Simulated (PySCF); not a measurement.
# A diatomic session: InPb+

Aim: find the lowest electronic state of InPb+, scan its bond at several levels of theory, and get bond length, wavenumber and dissociation energy from each curve.

Program: PySCF 2.14.0. Level of theory: In def2-SVP with ECP28, Pb def2-SVP with ECP60, scalar-relativistic core potentials. These are calculated values, not measurements.

### Step 1. The job

Settings of the job:

```yaml
atoms: In, Pb
charge: 1
basis: In def2-SVP with ECP28, Pb def2-SVP with ECP60
Hamiltonian: scalar-relativistic core potentials
basis_functions: 52
electrons_treated: 42
masses_in_u: 114.9039, 207.9766
levels: PBE0, PBE, r²SCAN, B3LYP, B2PLYP, PW91, HF, MP2, SCS-MP2, CCSD, CCSD(T)
grid: 80 radial by 434 angular points
occupations: held fixed by the projection of orbital angular momentum
dissociation_limit: In+ + Pb, each in its ground configuration
starting_distance_in_angstrom: 2.885
values_of_2S_to_try: 0, 2
```

The run is started by

```bash
OMP_NUM_THREADS=1 python dia.py task.json out
```

Further steps of the session: PBE0 along the bond; Excited determinants; PBE (GGA); r²SCAN (meta-GGA); B3LYP (global hybrid GGA); B2PLYP; PW91 (GGA); UHF (mean field); MP2 and coupled cluster.

Q: Predict the outcome of this session. Wanted: for each run, Re; ωe; De; μ.

**Answer**, as computed:

Lowest PBE0 solution found, without spin–orbit coupling: ³Π (triplet), unpaired electrons σ ↑, π ↑. State 2 has its PBE0 minimum 0.22 eV higher, as a spin-mixed determinant (⟨S²⟩ = 1.01), so this is no gap between pure states. State 3 has its PBE0 minimum 0.41 eV higher. State 4 has its PBE0 minimum 0.54 eV higher. The other levels ran on the lowest alone.

```csv
level,Re (Å),ωe (cm⁻¹),De (eV),μ (D)
UHF,3.496,62.9,0.59,-4.55
UHF-MP2,3.350,72.0,0.78,n/a
UHF-SCS-MP2,3.391,68.8,0.72,n/a
UHF-CCSD,3.367,72.4,0.77,n/a
UHF-CCSD(T),3.348,74.1,0.80,n/a
PBE,3.337,72.9,1.14,-2.93
PW91,3.328,73.4,1.15,-2.89
r²SCAN,3.294,76.2,1.10,-3.02
B3LYP,3.380,69.3,1.01,-3.32
PBE0,3.307,75.1,1.04,-3.23
B2PLYP,3.351,72.0,0.91,-3.66
```

De is counted to In+ + Pb in their ground configurations. A positive dipole points from In to Pb; in an ion it is taken about the centre of mass and does not tell which atom is negative.

**Reading.** Bond lengths run from 3.294 Å (r²SCAN) to 3.496 Å (UHF). CCSD(T) can't serve as the judge here: for a weak bond in this basis it is far from its limit. Of the levels with a De here, UHF gives the least (0.59 eV) and PW91 the most (1.15 eV).

Correlated steps freeze 8 core orbitals. Spin–orbit coupling is left out, which matters for elements this heavy, above all for dissociation energies. B2PLYP dipoles, levels and charges come from its SCF part alone. With spin–orbit coupling the term label itself may not hold.
